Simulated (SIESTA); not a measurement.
Crystal: B2W.

```
W B
1.0
     2.98310    0.00000    0.00000
    -1.49155    2.58344    0.00000
     0.00000    0.00000   13.87900
W B
4 8
Direct
  0.66667 0.33333 0.86241
  0.33333 0.66667 0.36241
  0.66667 0.33333 0.63759
  0.33333 0.66667 0.13759
  0.00000 0.00000 0.75000
  0.00000 0.00000 0.25000
  0.66667 0.33333 0.25000
  0.33333 0.66667 0.75000
  0.66667 0.33333 0.02430
  0.33333 0.66667 0.52430
  0.66667 0.33333 0.47570
  0.33333 0.66667 0.97570
```

| Property | Result |
| --- | --- |
| Program | SIESTA 5.4.2 |
| Task | single point |
| Functional | PBEsol |
| Potentials or basis | PseudoDojo 0.4 standard (PBEsol files) |
| Basis | DZP (energy shift 0.003 Ry; two zetas on semicore shells) |
| Grid cutoff | 800 Ry |
| Energy shift | 0.003 Ry |
| k mesh | 10 × 10 × 2 |
| Occupations | fermi-dirac, width 0.05 eV |
| Spin | no spin polarisation |

On this cell: pressure 10.0 GPa; largest force 0.947 eV/Å; band gap on the k mesh none (metal or under the smearing width).

The same run follows on a disturbed copy (atoms moved at random, drawn with an rms of 0.05 Å):

```
W B
1.0
     2.98310    0.00000    0.00000
    -1.49155    2.58344    0.00000
     0.00000    0.00000   13.87900
W B
4 8
Cartesian
  1.4661 0.8752 11.9715
  -0.0329 1.7199 5.0599
  1.5006 0.8470 8.8935
  0.0252 1.7222 1.8885
  0.0057 0.0323 10.4140
  -0.0047 -0.0098 3.4973
  1.4445 0.8532 3.4563
  -0.0004 1.7322 10.3926
  1.4171 0.8036 0.3351
  -0.0642 1.7005 7.3004
  1.4742 0.8415 6.5746
  -0.0371 1.6921 13.5285
```

Q: What does the disturbed cell give?

A: The energy (extrapolated to zero smearing) moves by +15.2 meV/atom; pressure 10.7 GPa; largest force 2.243 eV/Å; band gap on the k mesh none (metal or under the smearing width).

Forces in eV/Å, atoms in the order of the input:
```
W    0.092 -0.246  0.747
W    0.027 -0.187  0.211
W   -0.397  0.258 -2.192
W   -0.951 -0.333 -0.315
B   -0.249 -0.650  0.197
B   -0.685  0.000 -0.322
B    1.086  0.114  0.257
B    0.074  0.253  0.521
B    0.652  0.487 -0.243
B    0.570  0.148 -0.162
B   -0.231  0.042  1.088
B    0.012  0.110  0.214
```

Stress tensor (GPa, compression positive):
```
13.69  0.38  0.23
 0.38 13.99 -0.17
 0.23 -0.17  4.39
```

Caveats: short orbitals over semicore shells can move pressures by several GPa; the basis of atomic orbitals isn't converged, which shifts pressures, moduli and gaps.
